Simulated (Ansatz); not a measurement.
# C3ClN3Sn: small, medium and large basis sets

One table from this session's results is given with a row withheld; the runs are named, their logs left out.

The runs use Ansatz 0.2.0, Gaussian basis; one geometry, several basis sets.

The runs, in order: PBE0-D4/def2-SVP; ωB97M-V/def2-SVP; PBE0-D4/def2-QZVPP; ωB97M-V/def2-QZVPP; the functionals' def2-TZVPP values are taken from earlier runs.

### The relaxed structure

All runs share one geometry, relaxed beforehand with PBE0-D4 in a triple-zeta def2 set. Sn takes the def2 core potential; no spin-orbit term is included.

SMILES `N#[C][Sn]([Cl])([C]#N)[C]#N`, 8 atoms, charge 0, spin multiplicity 1.

Atoms are counted from 1 here; the program's logs count them from 0.

Bond lengths: N1–C2 1.151 Å, C2–Sn3 2.078 Å, Sn3–Cl4 2.275 Å, Sn3–C5 2.078 Å, Sn3–C7 2.078 Å, C5–N6 1.151 Å, C7–N8 1.151 Å. Angles: N1–C2–Sn3 179.5°, C2–Sn3–Cl4 109.6°, C2–Sn3–C5 109.3°, C2–Sn3–C7 109.3°, Cl4–Sn3–C5 109.7°, Cl4–Sn3–C7 109.7°, C5–Sn3–C7 109.3°, Sn3–C5–N6 179.7°, Sn3–C7–N8 179.6°.

The first run:

File in.yaml:

```yaml
crystal:
  periodic: [false, false, false]
  atoms:
    - {symbol: N, position_ang: [2.802207, 0.099612, 1.388466]}
    - {symbol: C, position_ang: [1.836062, 0.068280, 0.763630]}
    - {symbol: Sn, position_ang: [0.101511, 0.006692, -0.378327]}
    - {symbol: Cl, position_ang: [0.637218, 0.085974, -2.588142]}
    - {symbol: C, position_ang: [-1.099198, 1.630677, 0.109047]}
    - {symbol: N, position_ang: [-1.763657, 2.532607, 0.373344]}
    - {symbol: C, position_ang: [-0.926007, -1.752474, 0.029175]}
    - {symbol: N, position_ang: [-1.495937, -2.728468, 0.247009]}
basis:
  gaussian: {orbitals: def2-SVP}
hamiltonian: {xc: pbe0, dispersion: d4}
output: {orbitals: {seedname: orbitals}}
```

Run with:

```console
$ ansatz run in.yaml --threads 4 --pin off --events-out ev --progress --plain --max-ram 11315MiB
```

Steps of the session up to this table: PBE0-D4 in def2-SVP; ωB97M-V in def2-SVP; PBE0-D4 in def2-QZVPP; ωB97M-V in def2-QZVPP.

One of the session's tables, all rows but one given; the rest of the session is left out.

It belongs to the step «Functionals by basis». 

| functional | basis | HOMO (eV) | LUMO (eV) |
| --- | --- | --- | --- |
| PBE0-D4 | def2-SVP | -10.50 | -2.92 |
| PBE0-D4 | def2-TZVPP | -10.64 | -3.04 |
| PBE0-D4 | def2-QZVPP | -10.66 | -3.06 |
| ωB97M-V | def2-SVP | -12.77 | -0.84 |
| ωB97M-V | def2-TZVPP | -12.97 | -1.04 |
| ωB97M-V | def2-QZVPP | ? | ? |

Estimate the missing values for ωB97M-V, def2-QZVPP.

As computed: HOMO (eV): -12.99; LUMO (eV): -1.09. In the column «HOMO (eV)» it is the lowest.
